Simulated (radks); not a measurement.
# Ionising ruthenium step by step, Ru to Ru²¹⁺

The task here is to estimate one member of a computed series from the others.

Method: Dirac Kohn-Sham, BLYP, spin-unpolarised, spherical densities, finite nucleus; open shells fill j = l - 1/2 first. Code: radks (a radial shooting solver on a logarithmic mesh, Libxc functionals) version 1.

## The system

- element: ruthenium (Z = 44)
- charges: 0 to 21
- first configuration: [Kr] 4d7 5s1
- last configuration: [Ar] 3d5

The first run:

The run's settings:

```text
Z 44
configuration [Kr] 4d7 5s1
relativity Dirac
functional b88,lyp
spin unpolarised
j_filling energy
nucleus finite rms 4.4809 fm
c 137.035999084
```

Among the steps run: Ru, [Kr] 4d7 5s1.

One table of the session follows, with a row left open; its other results are not shown here.

It belongs to the step «Ru, [Kr] 4d7 5s1». Sizes of the orbitals, from the radial functions (bohr):

```
level     <r>  outermost maximum (interpolated)  90 % within  nodes
3d3/2  0.3822                             0.299        0.609      0
3d5/2  0.3857                             0.302        0.614      0
4s1/2   1.018                             0.914         1.48      3
4p1/2   1.107                             0.965         1.64      2
4p3/2   1.138                             0.990         1.69      2
4d3/2       ?                                 ?            ?      ?
4d5/2   1.725                              1.22         2.85      1
5s1/2   3.393                              2.74         5.17      4
```

Q: Estimate the row for 4d3/2 from the others.

As computed: <r>: 1.695; outermost maximum (interpolated): 1.21; 90 % within: 2.80; nodes: 1. In the column «<r>» it lies between 4p3/2 (1.138) and 4d5/2 (1.725).

Caveats from the session: Spin polarisation and multiplet splitting are left out, so open shells lie too high by an amount that depends on their filling.
